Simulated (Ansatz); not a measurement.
Wanted: the native input for an Ansatz 0.2.0 run.

| Property | Result |
| --- | --- |
| Task | single point |
| Functional | PBE |
| Potentials or basis | JTH PAW |
| Cutoff | 2400 eV (not typed: the program's choice for these potentials) |
| k mesh | 11 × 11 × 3 |
| Occupations | fermi-dirac, width 0.05 eV |
| Spin | collinear spin, ferromagnetic start |
| Starting moments | [1.0, 1.0, 0.0, 0.6, 0.0] μB |

The system is NiMoIrPdW.

```
Ni Mo Pd Ir W
1.0
     2.76616    0.00000    0.00000
    -1.38308    2.39557    0.00000
     0.00000    0.00000   11.02292
Ni Mo Pd Ir W
1 1 1 1 1
Direct
  0.33333 0.66667 0.59712
  0.00000 0.00000 0.41074
  0.66667 0.33333 0.79520
  0.66667 0.33333 0.19960
  0.33333 0.66667 0.99734
```

The cell was built by a generator and needn't be a form met in nature.

The input as run:

input.yaml

```yaml
crystal:
  lattice:
    - [2.76616, 0.0, 0.0]
    - [-1.38308, 2.39557, 0.0]
    - [0.0, 0.0, 11.02292]
  atoms:
    - { symbol: Ni, position: [0.33333, 0.66667, 0.59712], spin: 1.0 }
    - { symbol: Mo, position: [0.0, 0.0, 0.41074], spin: 1.0 }
    - { symbol: Pd, position: [0.66667, 0.33333, 0.7952] }
    - { symbol: Ir, position: [0.66667, 0.33333, 0.1996], spin: 0.6 }
    - { symbol: W, position: [0.33333, 0.66667, 0.99734] }
hamiltonian:
  xc: pbe
  pseudopotentials: { kind: paw, source: jth }
magnetization:
  spin_polarized: true
kpoints:
  mp_grid: { grid: [11, 11, 3] }
scf:
  occupations: { method: fermi_dirac, width: 0.05 }
output:
  forces: true
  stress: true
  eigenvalues: true
```

Potentials or basis: JTH PAW.

Launch:

```console
$ ansatz run input.yaml --threads 8 --pin off --max-ram 20480MiB --backend cpu --events-out ev --progress --plain --runs-dir out
```

Results of the run:

- Pressure: 0.4 GPa
- Largest force: 0.158 eV/Å
- Band gap on the k mesh: none (metal or under the smearing width)
- Net moment: 0.00 μB per cell
- Absolute moment: 0.00 μB per cell

Caveat: the starting moments weren't kept.

Run time: 2.1 min on 8 threads of INTEL(R) XEON(R) PLATINUM 8581C CPU @ 2.10GHz (Emerald Rapids) (shared host), peak memory 4.3 GiB.
